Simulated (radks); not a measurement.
# Ionisation energy and size from La²⁺ to Gd²⁺

The task here is to estimate one member of a computed series from the others.

Method: Dirac Kohn-Sham, BLYP, spin-unpolarised, spherical densities, finite nucleus; open shells fill j = l - 1/2 first. Code: radks (a radial shooting solver on a logarithmic mesh, Libxc functionals) version 1.

## The atom as given

```
species : La²⁺, Ce²⁺, Pr²⁺, Nd²⁺, Pm²⁺, Sm²⁺, Eu²⁺, Gd²⁺
runs    : 16, each species and its next ion
```

The first run:

The run's settings:

```text
Z 57
configuration [Xe] 5d1
relativity Dirac
functional b88,lyp
spin unpolarised
j_filling energy
nucleus finite rms 4.855 fm
c 137.035999084
```

Steps of the session up to this table: La²⁺, [Xe] 5d1; La³⁺, [Xe]; Ce²⁺, [Xe] 4f2; Ce³⁺, [Xe] 4f1; Pr²⁺, [Xe] 4f3; Pr³⁺, [Xe] 4f2; Nd²⁺, [Xe] 4f4; Nd³⁺, [Xe] 4f3; Pm²⁺, [Xe] 4f5; Pm³⁺, [Xe] 4f4; Sm²⁺, [Xe] 4f6; Sm³⁺, [Xe] 4f5; Eu²⁺, [Xe] 4f7; Eu³⁺, [Xe] 4f6; Gd²⁺, [Xe] 4f7 5d1; Gd³⁺, [Xe] 4f7.

One of the session's tables, all rows but one given; the rest of the session is left out.

```
species  Δ-SCF (eV)  −ε(HOMO) (eV)  its <r> (bohr)
   La²⁺      18.998         14.716            2.60
   Ce²⁺      20.473         12.904            1.82
   Pr²⁺      21.499         13.795            1.78
   Nd²⁺           ?              ?               ?
   Pm²⁺      23.116         15.148            1.71
   Sm²⁺      23.763         15.668            1.68
   Eu²⁺      23.706         15.553            1.65
   Gd²⁺      20.010         15.304            2.37
```

Q: Estimate the row for Nd²⁺ from the others.

The run gave: Δ-SCF (eV): 22.369; −ε(HOMO) (eV): 14.531; its <r> (bohr): 1.75. In the column «Δ-SCF (eV)» it lies between Pr²⁺ (21.499) and Pm²⁺ (23.116).

Limits of these values: For Ce²⁺, Pr²⁺, Nd²⁺, Pm²⁺, Sm²⁺, Eu²⁺ the highest level isn't the widest one, so −ε(HOMO) and <r> belong to different orbitals, and Δ-SCF follows the ion's typed configuration. Spin polarisation and multiplet splitting are left out, so open shells lie too high by an amount that depends on their filling.
